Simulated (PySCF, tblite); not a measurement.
**CH₄GeO₂: geometry, infrared bands, NMR shifts and spin-spin couplings**

Aim: predict the infrared bands, NMR shifts and spin-spin couplings of CH₄GeO₂ (`O=[C](O)[GeH3]`).

Computed with tblite 0.8.0 and PySCF 2.14.0, with density-fitted response routines of our own, on a single molecule in the gas phase. Atoms are numbered from 0 throughout.

## (1) Starting geometry

8 atoms, charge 0, multiplicity 1; geometry from: force field or distance geometry start.

Bonds of the start (Å): O0–C1 1.26, C1–O2 1.41, C1–Ge3 1.91, O2–H4 1.02, Ge3–H5 1.55, Ge3–H6 1.55, Ge3–H7 1.54.

## (2) Geometry optimisation with GFN2-xTB

What the job is given:

```
{"job": {"kind": "relax", "xc": "GFN2-xTB", "basis": "xTB"}, "charge": 0, "multiplicity": 1}
O      1.179500     1.369300    -0.551600
C      0.751200     0.277900    -0.079500
O      1.630600    -0.685100     0.456100
Ge    -1.117500    -0.095500    -0.061300
H      2.612900    -0.415700     0.419200
H     -1.606400    -0.726400     1.268800
H     -1.888600     1.242300    -0.217400
H     -1.552700    -0.957200    -1.258800
```

On the command line:

```bash
$ OMP_NUM_THREADS=1 python probes_run.py task.json out
```

One launch serves the whole session: the jobs run in the order shown.

Output:

```text
step      E/eV     max force
  0    -386.60186    4.828
  1    -386.84728    4.864
  2    -386.98788    0.874
  3    -387.00280    0.380
  4    -387.03041    0.688
  5    -387.04074    0.511
  6    -387.05104    0.238
  7    -387.05605    0.266
  8    -387.05914    0.225
  9    -387.06076    0.154
 10    -387.06287    0.141
 11    -387.06518    0.220
 12    -387.06721    0.176
 13    -387.06852    0.099
 14    -387.06970    0.119
 15    -387.07127    0.186
 16    -387.07310    0.220
 17    -387.07447    0.143
 18    -387.07522    0.088
 19    -387.07590    0.131
 20    -387.07699    0.170
 21    -387.07841    0.181
 22    -387.07950    0.116
 23    -387.07990    0.050
 24    -387.08002    0.034
 25    -387.08009    0.029
 26    -387.08016    0.025
 27    -387.08021    0.023
 28    -387.08024    0.024
 29    -387.08026    0.020
 30    -387.08029    0.014
 31    -387.08030    0.008
```

Wall time 0.16 s (1 thread of Arm Neoverse N1, shared host).

Step by step:

| step | energy from step 0 (eV) | largest force (eV/Å) |
| --- | --- | --- |
| 0 | 0.0000 | 4.8283 |
| 1 | -0.2454 | 4.8638 |
| 2 | -0.3860 | 0.8744 |
| 3 | -0.4009 | 0.3800 |
| 4 | -0.4286 | 0.6881 |
| 5 | -0.4389 | 0.5114 |
| 6 | -0.4492 | 0.2381 |
| 7 | -0.4542 | 0.2658 |
| 8 | -0.4573 | 0.2246 |
| 9 | -0.4589 | 0.1542 |
| 10 | -0.4610 | 0.1405 |
| 11 | -0.4633 | 0.2196 |
| 12 | -0.4654 | 0.1761 |
| 13 | -0.4667 | 0.0990 |
| 14 | -0.4678 | 0.1189 |
| 15 | -0.4694 | 0.1856 |
| 16 | -0.4712 | 0.2200 |
| 17 | -0.4726 | 0.1435 |
| 18 | -0.4734 | 0.0883 |
| 19 | -0.4740 | 0.1305 |
| 20 | -0.4751 | 0.1695 |
| 21 | -0.4766 | 0.1813 |
| 22 | -0.4776 | 0.1163 |
| 23 | -0.4780 | 0.0499 |
| 24 | -0.4782 | 0.0341 |
| 25 | -0.4782 | 0.0288 |
| 26 | -0.4783 | 0.0253 |
| 27 | -0.4784 | 0.0234 |
| 28 | -0.4784 | 0.0235 |
| 29 | -0.4784 | 0.0196 |
| 30 | -0.4784 | 0.0145 |
| 31 | -0.4784 | 0.0079 |

Close pairs (by a distance rule), those that changed most:

| bond | before (Å) | after (Å) | change (Å) |
| --- | --- | --- | --- |
| C1–O2 | 1.410 | 1.333 | -0.077 |
| C1–Ge3 | 1.906 | 1.979 | +0.074 |
| O0–C1 | 1.264 | 1.198 | -0.066 |
| Ge3–H6 | 1.552 | 1.489 | -0.063 |
| Ge3–H5 | 1.551 | 1.491 | -0.061 |
| Ge3–H7 | 1.538 | 1.493 | -0.046 |
| O2–H4 | 1.019 | 0.974 | -0.045 |

The end geometry stands in the next job.

## (3) Harmonic vibrations with GFN2-xTB

What the job is given:

```
{"job": {"kind": "ir", "xc": "GFN2-xTB", "basis": "xTB"}, "charge": 0, "multiplicity": 1}
O      1.316050     1.355991    -0.540825
C      0.792899     0.371452    -0.101554
O      1.474059    -0.643065     0.431387
Ge    -1.140209    -0.051606    -0.057008
H      2.434779    -0.482878     0.411339
H     -1.457129    -0.749075     1.221558
H     -1.952191     1.187498    -0.207307
H     -1.459203    -0.978906    -1.182154
```

Output:

```text
mode    cm-1     km/mol
  1      31.8      0.40
  2     193.5      0.81
  3     332.3      4.30
  4     351.2     25.18
  5     512.1     95.09
  6     575.5    136.36
  7     640.5     96.80
  8     703.1    129.58
  9     744.1    315.66
 10     832.2    109.54
 11     850.7     89.11
 12    1113.8    236.76
 13    1194.2     30.74
 14    1774.0    404.80
 15    2017.2     78.90
 16    2098.4    406.52
 17    2119.0    432.57
 18    3359.7     11.66
```

It took 0.18 s on 1 thread of Arm Neoverse N1, shared host.

Which atoms move in the most intense modes:

| cm⁻¹ | km/mol | atoms |
| --- | --- | --- |
| 576 | 136.4 | C1 32 %, H7 20 %, H4 19 %, H5 13 % |
| 703 | 129.6 | H4 62 %, C1 20 %, O2 12 % |
| 744 | 315.7 | H6 32 %, H5 32 %, H7 25 % |
| 832 | 109.5 | H6 42 %, H5 37 %, H7 18 % |
| 1114 | 236.8 | O2 46 %, C1 26 %, H4 19 % |
| 1774 | 404.8 | C1 60 %, O0 38 % |
| 2098 | 406.5 | H7 53 %, H5 39 % |
| 2119 | 432.6 | H6 68 %, H5 28 % |

## (4) Shielding tensors: PBE0/pcSseg-1

The job, as its differences from that of step 3:

```diff
@@ -1,2 +1,2 @@
-{"job": {"kind": "ir", "xc": "GFN2-xTB", "basis": "xTB"}, "charge": 0, "multiplicity": 1}
+{"job": {"kind": "nmr", "xc": "PBE0", "basis": "pcSseg-1"}, "charge": 0, "multiplicity": 1}
 O      1.316050     1.355991    -0.540825
```

Method: GIAO PBE0/pcSseg-1 NMR shielding, non-relativistic, gas phase.

Output:

```text
coarse grid: 32848 points
cycle   1  E = -2267.0794875812  dE = -6.520e-02  |g| = 1.198e+00  |ddm| = 2.668e+00
cycle   2  E = -2266.6882582051  dE =  3.912e-01  |g| = 1.843e+00  |ddm| = 1.600e+00
cycle   3  E = -2267.2190922525  dE = -5.308e-01  |g| = 4.429e-01  |ddm| = 1.263e+00
cycle   4  E = -2267.2518471978  dE = -3.275e-02  |g| = 1.152e-01  |ddm| = 2.804e-01
cycle   5  E = -2267.2538250743  dE = -1.978e-03  |g| = 3.475e-02  |ddm| = 7.245e-02
cycle   6  E = -2267.2540094827  dE = -1.844e-04  |g| = 7.934e-03  |ddm| = 1.979e-02
cycle   7  E = -2267.2540185273  dE = -9.045e-06  |g| = 1.312e-03  |ddm| = 6.027e-03
final grid: 68152 points
cycle   8  E = -2267.2540202748  dE =  5.518e-07  |g| = 2.292e-03  |ddm| = 2.446e-03
cycle   9  E = -2267.2540172139  dE =  3.061e-06  |g| = 4.746e-03  |ddm| = 3.698e-03
cycle  10  E = -2267.2540211829  dE = -3.969e-06  |g| = 3.268e-04  |ddm| = 2.546e-03
cycle  11  E = -2267.2540211968  dE = -1.386e-08  |g| = 3.968e-05  |ddm| = 2.092e-04
cycle  12  E = -2267.2540211971  dE = -2.588e-10  |g| = 9.478e-06  |ddm| = 3.243e-05
converged SCF energy = -2267.2540211971

GIAO shielding tensors (ppm)
atom      isotropic    diamagn.    paramagn.     s11        s22        s33       span
  0 O     -175.931     402.133    -578.063   -498.946   -249.789    220.943    719.889
  1 C        6.815     251.771    -244.956    -98.746     44.307     74.884    173.631
  2 O       98.688     392.979    -294.291    -73.537    131.682    237.918    311.454
  3 Ge    1604.253    2754.558   -1150.305   1504.165   1632.896   1675.699    171.534
  4 H       25.095      30.519      -5.424     18.161     23.239     33.886     15.725
  5 H       27.707      28.201      -0.495     20.979     23.187     38.954     17.975
  6 H       28.022      28.178      -0.156     21.428     22.968     39.671     18.243
  7 H       27.752      28.091      -0.339     21.750     22.770     38.736     16.986
```

It took 19 s on 1 thread of Arm Neoverse N1, shared host; peak memory 0.53 GiB.

Shifts follow as δ = σ(reference) − σ, with reference shieldings (ppm) from runs at the same level and on the same kind of geometry: 1H TMS 31.72, 13C TMS 186.9, 17O H2O 336.1, 73Ge GeMe4 1331. The references are single molecules in the gas phase, so shifts against H2O, NH3, PH3, H3PO4 or CFCl3 are not on the usual liquid scales and can be off by tens of ppm. Atoms listed in one row are averaged.

| atoms | environment | σ (ppm) | δ (ppm) |
| --- | --- | --- | --- |
| C1 | carbonyl carbon | 6.8 | 180.1 |
| H4 | hydrogen on an acid hydroxyl oxygen | 25.10 | 6.62 |
| H5, H6, H7 | hydrogen on a germanium bonded to C | 27.83 | 3.89 |
| O0 | carbonyl oxygen | -175.9 | 512.0 |
| O2 | acid hydroxyl oxygen | 98.7 | 237.4 |
| Ge3 | germanium bonded to C, 3 H | 1604 | -273 |

Charges from the same density, by scheme (e):

| atoms | Mulliken | IAO | Hirshfeld | ESP fit |
| --- | --- | --- | --- | --- |
| O0 | -0.39 | -0.43 | -0.27 | -0.51 |
| C1 | 0.20 | 0.32 | 0.13 | 0.59 |
| O2 | -0.36 | -0.47 | -0.18 | -0.61 |
| Ge3 | 0.31 | 0.45 | 0.31 | 0.17 |

Mayer bond orders: O0–C1 1.93, C1–O2 1.10, C1–Ge3 0.75.

The fields below are evaluated on a grid from the run's orbitals.

Frontier orbitals at PBE0/pcSseg-1, with the share of their density that lies nearest to each atom:

| orbital | energy (eV) | lies on |
| --- | --- | --- |
| HOMO | -7.90 | O0 60 %; C1 12 %; Ge3 9 % |
| LUMO | -0.49 | C1 42 %; O0 24 %; O2 9 % |

ELF in a plane through or near 5 of the atoms.

Ten even steps from '0' (0.00) to '9' (1.00):
```
0000000000000000000000000000
0000000000000000000000000000
0000000000000000000000000000
0000000000000000000000000000
0000000001210000232100000000
0000000015651002566310000000
0000012348983002676420000000
0000178875782013345420000000
0000399993362231331320000000
0000189976865842544221000000
0000035423533962663342000000
0000000003533872223886300000
0000001567785432369999600000
0000013787456200489999700000
0000002688788500279998300000
0000000357887500037762000000
0000000013443200000000000000
0000000000000000000000000000
0000000000000000000000000000
0000000000000000000000000000
```
The map spans 10.1 Å across and 8.2 Å up, centred on the molecule. Atoms in the plane (x, y in Å): O0 (-1.3, -1.5), C1 (-0.8, -0.4), O2 (-1.5, 0.7), Ge3 (1.1, 0.1), H4 (-2.5, 0.6).

On the surface of density 0.002 e/bohr³ the electrostatic potential runs, from the 1st to the 99th percentile, from -1.51 V near O0 to 2.44 V near H4.

## (5) Indirect couplings: B3LYP/pcSseg-1+pcJ-1

The job, as its differences from that of step 4:

```diff
@@ -1,2 +1,2 @@
-{"job": {"kind": "nmr", "xc": "PBE0", "basis": "pcSseg-1"}, "charge": 0, "multiplicity": 1}
+{"job": {"kind": "j", "xc": "B3LYP", "basis": "pcJ-1"}, "charge": 0, "multiplicity": 1}
 O      1.316050     1.355991    -0.540825
```

With the program's defaults for keys left out, this is: B3LYP/pcJ-1 Ge:pcSseg-1 indirect spin-spin coupling, non-relativistic, gas phase.

Output:

```text
coarse grid: 32848 points
cycle   1  E = -2267.6021455445  dE = -6.085e-02  |g| = 1.297e+00  |ddm| = 2.540e+00
cycle   2  E = -2267.0507361642  dE =  5.514e-01  |g| = 2.127e+00  |ddm| = 1.834e+00
cycle   3  E = -2267.7500413719  dE = -6.993e-01  |g| = 5.414e-01  |ddm| = 1.504e+00
cycle   4  E = -2267.7978767613  dE = -4.784e-02  |g| = 1.456e-01  |ddm| = 3.350e-01
cycle   5  E = -2267.8008799895  dE = -3.003e-03  |g| = 5.070e-02  |ddm| = 9.197e-02
cycle   6  E = -2267.8012496606  dE = -3.697e-04  |g| = 1.113e-02  |ddm| = 2.714e-02
cycle   7  E = -2267.8012687726  dE = -1.911e-05  |g| = 1.826e-03  |ddm| = 9.173e-03
cycle   8  E = -2267.8012694679  dE = -6.953e-07  |g| = 1.736e-04  |ddm| = 1.670e-03
final grid: 68152 points
cycle   9  E = -2267.8012472242  dE = -5.624e-09  |g| = 2.207e-04  |ddm| = 5.624e-04
cycle  10  E = -2267.8012472086  dE =  1.561e-08  |g| = 3.874e-04  |ddm| = 3.921e-04
cycle  11  E = -2267.8012472317  dE = -2.313e-08  |g| = 7.342e-05  |ddm| = 2.372e-04
cycle  12  E = -2267.8012472327  dE = -9.450e-10  |g| = 1.243e-05  |ddm| = 4.659e-05
converged SCF energy = -2267.8012472327

Indirect spin-spin couplings (Hz)
  i      j    bonds     total        FC       PSO       DSO        SD
  0 O    1 C    1     33.241    20.548    15.077    -0.131    -2.253
  0 O    2 O    2     -7.325     0.105    -8.519    -0.032     1.121
  0 O    4 H    3      1.060    -2.223     2.676     0.032     0.576
  0 O    5 H    3     -2.060    -2.326    -0.108     0.409    -0.035
  0 O    6 H    3      0.306     0.242     0.028     0.069    -0.034
  0 O    7 H    3     -0.981    -1.083    -0.113     0.281    -0.066
  1 C    2 O    1     47.303    39.729     7.379    -0.180     0.375
  1 C    4 H    2     -8.044    -6.583    -0.869    -0.425    -0.167
  1 C    5 H    2      7.733     8.179    -0.051    -0.432     0.038
  1 C    6 H    2     11.698    12.274    -0.111    -0.477     0.011
  1 C    7 H    2      7.245     7.634    -0.035    -0.403     0.049
  2 O    4 H    1    -69.743   -59.331    -9.987    -0.415    -0.010
  2 O    5 H    3      1.344     1.264     0.093    -0.044     0.031
  2 O    6 H    3    -11.669   -11.977    -0.155     0.471    -0.008
  2 O    7 H    3      0.194     0.050    -0.015     0.138     0.022
  4 H    5 H    4     -0.836    -0.584     1.781    -2.018    -0.016
  4 H    6 H    4      4.036     5.249     1.691    -2.916     0.012
  4 H    7 H    4     -0.906    -0.345     1.609    -2.163    -0.007
  5 H    6 H    2     10.416    14.271     1.361    -5.266     0.050
  5 H    7 H    2      1.053     4.432     1.211    -4.643     0.052
  6 H    7 H    2      4.635     8.153     1.271    -4.840     0.051
```

Run time: 43 s. Hardware: 1 thread of Arm Neoverse N1, shared host; peak memory 0.77 GiB.

Couplings of 1 Hz or more, nine at most for each number of bonds, with means over like pairs (isotopes 13C, 1H, 17O):

| pair | bonds | J (Hz) | Fermi contact (Hz) | dihedral (°) |
| --- | --- | --- | --- | --- |
| O2–H4 | 1 | -69.7 | -59.3 | – |
| C1–O2 | 1 | 47.3 | 39.7 | – |
| O0–C1 | 1 | 33.2 | 20.5 | – |
| C1–H5 | 2 | 8.9 | 9.4 | – |
| C1–H4 | 2 | -8.0 | -6.6 | – |
| O0–O2 | 2 | -7.3 | 0.1 | – |
| H5–H6 | 2 | 5.4 | 9.0 | – |
| O2–H5 | 3 | -3.4 | -3.6 | – |
| O0–H4 | 3 | 1.1 | -2.2 | 0 |

The response was solved for the nuclei of C, H, O alone, so couplings that need other nuclei can be missing.

Quadrupole couplings from the field gradients of the same density:

| atom | isotope | eQq/h (MHz) | η |
| --- | --- | --- | --- |
| Ge3 | 73Ge | -32.9 | 0.14 |
| O2 | 17O | -9.786 | 0.37 |
| O0 | 17O | 9.217 | 0.29 |

Joined with the shifts from before (PBE0/pcSseg-1, unscaled), the couplings predict the line list below for 400 MHz.

1H NMR δ 6.62 (br s, 1H), 3.89 (s, 3H).

## (6) Outcome

```
                                                              quantity                    value
                             strongest single infrared mode (GFN2-xTB)    2119 cm⁻¹, 433 km/mol
                                          zero-point energy (GFN2-xTB)            27.8 kcal/mol
                                13C shifts against TMS (PBE0/pcSseg-1)                180.1 ppm
1H shifts against TMS (PBE0/pcSseg-1, means over atoms taken as alike)           6.62, 3.89 ppm
                                17O shifts against H2O (PBE0/pcSseg-1)         512.0, 237.4 ppm
                             73Ge shifts against GeMe4 (PBE0/pcSseg-1)                 -273 ppm
                                 surface potential, 1st and 99th percentile       -1.51 V and 2.44 V
                  largest coupling of the table (B3LYP/pcSseg-1+pcJ-1)  1J(O,H) O2–H4, -69.7 Hz
```

What this shows: The optimisation took 31 steps and gained 0.478 eV; among the close pairs (by a distance rule), C1–O2 changed most, from 1.410 to 1.333 Å. No mode is imaginary among the 18: a minimum at this level. The strongest single mode, at 2119 cm⁻¹, moves mainly H6. GFN2-xTB is a fitted tight-binding method: band positions and strengths are rough. Its intensities can rank the bands wrongly. At PBE0/pcSseg-1: The widest tensor belongs to O0: span 720 ppm, with a paramagnetic part of -578 ppm. By nearest atom (PBE0/pcSseg-1), the HOMO sits on O0 60 %; C1 12 % and the LUMO on C1 42 %; O0 24 %. Of the pairs tabulated at B3LYP/pcSseg-1+pcJ-1, O2–H4 couples most strongly (-69.7 Hz; Fermi contact -59.3 Hz). The acid proton is that of the lone molecule; in solution hydrogen bonds move it to about 10 to 13 ppm. Spin-orbit coupling is left out, which matters for shieldings and couplings at and beside the heavy atoms.
